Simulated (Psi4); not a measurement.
# r2SCAN/def2-SVP (Cholesky decomposition, core potential, cholesky tolerance 1e-05, sweep point 7) run of ZrO (SMILES [O][Zr])

What is the vertical ionisation energy of ZrO at r2SCAN/def2-SVP (Cholesky decomposition, core potential, cholesky tolerance 1e-05, sweep point 7)? 

The results are computed with Psi4 1.11.

### 1 The system as given

ZrO: 2 atoms, total charge 0, spin state singlet. SMILES: `[O][Zr]`. The bond length is the measured one.

Bond lengths: O1–Zr2 1.712 Å.

### 2 A single-point energy at r2SCAN/def2-SVP (Cholesky decomposition, core potential, cholesky tolerance 1e-05, sweep point 7)

Contents of ozr.inp:

```
memory 1600 MB

molecule {
  0 1
  O      0.00000000     0.00000000     0.00000000
  Zr     0.00000000     0.00000000     3.23445523
  units au
  symmetry c1
}

set {
  puream               true
  scf_type             cd
  dft_radial_points    99
  dft_spherical_points 590
  cholesky_tolerance   1e-05
}

energy('r2scan/def2-SVP')
```

On the command line:

```console
$ psi4 -n 1 ozr.inp ozr.out
```

ozr.out:

```text
[...]
    !!!  WARNING: ECP capability is in beta. Please check occupations closely.  !!!
[...]
  Running in c1 symmetry.
[...]
  Nuclear repulsion =   29.680423185205132
[...]
  Multiplicity = 1
[...]
  Nalpha       = 10
  Nbeta        = 10
[...]
    Number of basis functions: 45
[...]
   @RKS iter   1:  -121.68304113688052   -8.32726e-02   2.06395e-02 ADIIS/DIIS
[...]
   @RKS iter  11:  -122.14452946940358   -2.64643e-09   2.28481e-07 DIIS
[...]
    Orbital Energies [Eh]
    ---------------------
    Doubly Occupied:
       1A    -18.975292     2A     -2.144359     3A     -1.306867
       4A     -1.286620     5A     -1.286619     6A     -0.827161
       7A     -0.330903     8A     -0.330902     9A     -0.324683
      10A     -0.172223
[...]
  @RKS Final Energy:  -122.14452946940358
   => Energetics <=
    Nuclear Repulsion Energy =             29.6804231852051323
    One-Electron Energy =                -240.4575248312821145
    Two-Electron Energy =                 102.9254526313456068
    DFT Exchange-Correlation Energy =     -14.2928804546722166
    Empirical Dispersion Energy =           0.0000000000000000
    VV10 Nonlocal Energy =                  0.0000000000000000
    Total Energy =                       -122.1445294694035795
[...]
 Multipole Moments:
 ------------------------------------------------------------------------------------
     Multipole            Electronic (a.u.)      Nuclear  (a.u.)        Total (a.u.)
 ------------------------------------------------------------------------------------
 L = 1.  Multiply by 2.5417464519 to convert [e a0] to [Debye]
 Dipole X            :          0.0000022            0.0000000            0.0000022
 Dipole Y            :         -0.0000000            0.0000000           -0.0000000
 Dipole Z            :         17.0310840          -16.1050989            0.9259851
 Magnitude           :                                                    0.9259851
[...]
```

Wall time 4.2 s (1 thread of AMD EPYC 9R45 (Zen 5), shared host); peak memory 0.56 GiB.

### 3 The doublet cation

Contents of input.in:

```
memory 1600 mb

molecule m {
  1 2
  O      0.00000000     0.00000000     0.00000000
  Zr     0.00000000     0.00000000     3.23445523
  units au
  symmetry c1
}

set {
  reference            uks
  puream               true
  scf_type             cd
  dft_radial_points    99
  dft_spherical_points 590
  cholesky_tolerance   1e-05
  maxiter              150
}

energy('r2scan/def2-SVP')
```

On the command line:

```console
$ psi4 input.in input.out -n 1
```

input.out:

```text
[...]
    !!!  WARNING: ECP capability is in beta. Please check occupations closely.  !!!
[...]
  Running in c1 symmetry.
[...]
  Nuclear repulsion =   29.680423185205132
[...]
  Multiplicity = 2
[...]
  Nalpha       = 10
  Nbeta        = 9
[...]
    Number of basis functions: 45
[...]
   @UKS iter   1:  -121.50658324955133    9.31853e-02   2.11648e-02 DIIS/ADIIS
[...]
   @UKS iter  13:  -121.91298375457939   -3.68812e-07   8.51508e-07 DIIS
[...]
   @S^2 Observed:                7.590264159E-01
[...]
    Orbital Energies [Eh]
    ---------------------
    Alpha Occupied:
       1A    -19.152686     2A     -2.310018     3A     -1.486690
       4A     -1.462109     5A     -1.455510     6A     -1.000988
       7A     -0.508399     8A     -0.505674     9A     -0.499846
      10A     -0.374453
    Alpha Virtual:
      11A     -0.336360    12A     -0.314677    13A     -0.269322
      14A     -0.265014    15A     -0.213938    16A     -0.162320
      17A     -0.155090    18A     -0.077625    19A     -0.051053
      20A      0.021355    21A      0.034335    22A      0.037225
      23A      0.039992    24A      0.064666    25A      0.065892
[...]
  @UKS Final Energy:  -121.91298375457939
   => Energetics <=
    Nuclear Repulsion Energy =             29.6804231852051323
    One-Electron Energy =                -236.9066412675617244
    Two-Electron Energy =                  99.6225837500317937
    DFT Exchange-Correlation Energy =     -14.3093494222545932
    Empirical Dispersion Energy =           0.0000000000000000
    VV10 Nonlocal Energy =                  0.0000000000000000
    Total Energy =                       -121.9129837545793862
[...]
 Multipole Moments:
 ------------------------------------------------------------------------------------
     Multipole            Electronic (a.u.)      Nuclear  (a.u.)        Total (a.u.)
 ------------------------------------------------------------------------------------
 L = 1.  Multiply by 2.5417464519 to convert [e a0] to [Debye]
 Dipole X            :         -0.0000252            0.0000000           -0.0000252
 Dipole Y            :         -0.0000006            0.0000000           -0.0000006
 Dipole Z            :         18.4684468          -16.1050989            2.3633479
 Magnitude           :                                                    2.3633479
[...]
```

Run time: 6.9 s. Hardware: 1 thread of AMD EPYC 9R45 (Zen 5), shared host; peak memory 0.56 GiB.

### 4 Outcome

Level: r2SCAN/def2-SVP (Cholesky decomposition, core potential, cholesky tolerance 1e-05, sweep point 7).

```
                                          quantity          value
                         singlet ZrO: total energy  -122.14453 Eh
                        singlet ZrO: dipole moment         2.35 D
                          singlet ZrO: HOMO energy       -4.69 eV
                          singlet ZrO: LUMO energy       -4.21 eV
                        singlet ZrO: HOMO–LUMO gap        0.48 eV
                      doublet cation: total energy  -121.91298 Eh
doublet cation: HOMO energy (highest over α and β)      -10.19 eV
 doublet cation: LUMO energy (lowest over α and β)       -9.15 eV
                              doublet cation: ⟨S²⟩          0.759
vertical ionisation energy (to the doublet cation)       6.301 eV
```

**Reading.** The vertical ionisation energy comes to 6.30 eV (608 kJ/mol). The negative HOMO energy of the first species, 4.69 eV, lies 1.61 eV below that difference.
